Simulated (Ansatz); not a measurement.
**CH₆B₂S: small, medium and large basis sets**

How large a basis does CH₆B₂S need? Two functionals are run in growing sets.

Program: Ansatz 0.2.0, Gaussian basis. Level of theory: one geometry, several basis sets. These are calculated values, not measurements.

Plan: PBE0-D4/def2-SVP; ωB97M-V/def2-SVP; PBE0-D4/def2-QZVPP; ωB97M-V/def2-QZVPP; the functionals' def2-TZVPP values are taken from earlier runs.

### Step 1. The geometry

All runs share one geometry, relaxed beforehand with PBE0-D4 in a triple-zeta def2 set.

10 atoms, charge 0, spin multiplicity 1.

Atoms are counted from 1 here; the program's logs count them from 0.

Bond lengths: B1–B2 1.666 Å, B1–H5 1.205 Å, B1–H6 1.201 Å, B2–C3 1.573 Å, B2–S4 2.072 Å, B2–H7 1.200 Å, C3–S4 1.833 Å, C3–H8 1.086 Å, C3–H9 1.087 Å, S4–H10 1.343 Å. Angles: B2–B1–H5 123.6°, B2–B1–H6 121.1°, H5–B1–H6 115.1°, B1–B2–C3 117.5°, B1–B2–S4 114.3°, B1–B2–H7 125.2°, C3–B2–S4 58.5°, C3–B2–H7 115.4°, S4–B2–H7 104.5°, B2–C3–S4 74.5°, B2–C3–H8 122.5°, B2–C3–H9 120.3°, S4–C3–H8 110.7°, S4–C3–H9 108.3°, H8–C3–H9 112.1°, B2–S4–C3 47.0°, B2–S4–H10 97.4°, C3–S4–H10 97.5°.

### Step 2. PBE0-D4 in def2-SVP

Input file in.yaml:

```yaml
crystal:
  periodic: [false, false, false]
  atoms:
    - {symbol: B, position_ang: [-1.056716, 1.193437, 0.024328]}
    - {symbol: B, position_ang: [0.443260, 0.529897, 0.318231]}
    - {symbol: C, position_ang: [0.522591, -1.028755, 0.517257]}
    - {symbol: S, position_ang: [1.131607, -0.721356, -1.183648]}
    - {symbol: H, position_ang: [-1.740091, 0.903561, -0.924550]}
    - {symbol: H, position_ang: [-1.566657, 1.946334, 0.809508]}
    - {symbol: H, position_ang: [1.414237, 1.142711, 0.667104]}
    - {symbol: H, position_ang: [-0.357932, -1.663841, 0.500628]}
    - {symbol: H, position_ang: [1.331253, -1.466383, 1.096134]}
    - {symbol: H, position_ang: [-0.038250, -0.886805, -1.821992]}
basis:
  gaussian: {orbitals: def2-SVP}
hamiltonian: {xc: pbe0, dispersion: d4}
output: {orbitals: {seedname: orbitals}}
```

Command:

```sh
$ ansatz run in.yaml --threads 2 --pin off --events-out ev --progress --plain --max-ram 4352MiB
```

Further steps of the session: ωB97M-V in def2-SVP; PBE0-D4 in def2-QZVPP; ωB97M-V in def2-QZVPP.

**Question.** What will the summary of the whole plan be? Wanted: PBE0-D4: double and triple zeta above quadruple; ωB97M-V: double and triple zeta above quadruple.

**Answer**, as computed:

```
                                       quantity          value
PBE0-D4: double and triple zeta above quadruple  7.00, 0.48 eV
ωB97M-V: double and triple zeta above quadruple  7.16, 0.46 eV
```

What this shows: For PBE0-D4 the step from double to triple zeta gains 6.52 eV and the next only 0.48 eV. These are total energies; as a rule much of such shifts cancels in differences, which this series doesn't test.
